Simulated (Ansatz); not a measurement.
**GeN2 (triplet): from Hartree-Fock to the top rungs, cc-pVDZ**

The task here is to estimate one member of a computed series from the others.

Method: cc-pVDZ, core rule «outside noble gas», up to 16 orbitals frozen; program: Ansatz 0.2.0, Gaussian basis.

Plan: UHF; CCSD(T) on ROHF; CCSD(T) on UHF; BCCD(T) on ROHF; CISD; CCSDT(Q) on ROHF; CCSDT(Q) on UHF.

37 further runs of the same task are left out: 13 for a known fault of the program, 10 that didn't finish, 14 set aside as unsound or not needed.

## The geometry

The geometry is a PBE0/def2-TZVP stationary point (not a proven minimum). No spin-orbit coupling is included. The filled d shell of Ge may be among the frozen orbitals whatever the setting's name suggests; the logs give the count.

3 atoms, charge 0, spin multiplicity 3.

Atoms are counted from 1 here; the program's logs count them from 0.

Bond lengths: Ge1–N2 1.961 Å, N2–N3 1.116 Å. Angles: Ge1–N2–N3 180.0°.

The first run:

Contents of in.yaml:

```yaml
crystal:
  periodic: [false, false, false]
  atoms:
    - {symbol: Ge, position_ang: [0.000000, 0.000000, 1.679400]}
    - {symbol: N, position_ang: [0.000000, 0.000000, -0.281900]}
    - {symbol: N, position_ang: [0.000000, 0.000000, -1.397500]}
basis:
  gaussian: {orbitals: cc-pVDZ}
magnetization: {spin_polarized: true, initial_magnetization: 2}
hamiltonian: {xc: hf}
output: {orbitals: {seedname: orbitals}}
```

Run with:

```console
$ ansatz run in.yaml --threads 1 --pin off --events-out ev --progress --plain --max-ram 2393MiB
```

Among the steps run: UHF; CCSD(T) on ROHF; CCSD(T) on UHF; BCCD(T) on ROHF; CISD; CCSDT(Q) on ROHF; CCSDT(Q) on UHF.

One of the session's tables, all rows but one given; the rest of the session is left out.

| method | from RCCSDT(Q) (kJ/mol) |
| --- | --- |
| ROHF | +1069.8 |
| UHF | +1039.1 |
| RMP2 | +81.2 |
| UMP2 | +128.2 |
| RCCSD | +50.8 |
| UCCSD | +48.6 |
| RCCSD(T) | +7.6 |
| UCCSD(T) | ? |
| BCCD(T) | +7.4 |
| RCCSDT | +6.2 |
| UCCSDT | +5.2 |
| RCCSDT(Q) | 0 |
| UCCSDT(Q) | -0.5 |

Q: Estimate the row for UCCSD(T) from the others.

The run gave: from RCCSDT(Q) (kJ/mol): +7.9. In the column «from RCCSDT(Q) (kJ/mol)» it lies between RCCSD(T) (+7.6) and UCCSD (+48.6).

Not comparable, so not listed: CISD (they don't share determinant, frozen orbitals or solution with the rows shown, or repeat one).

Limits of these values: Restricted and unrestricted rows rest on different reference determinants; where their highest levels disagree by more than a few hundredths of an eV, they describe different states and don't form one ladder.
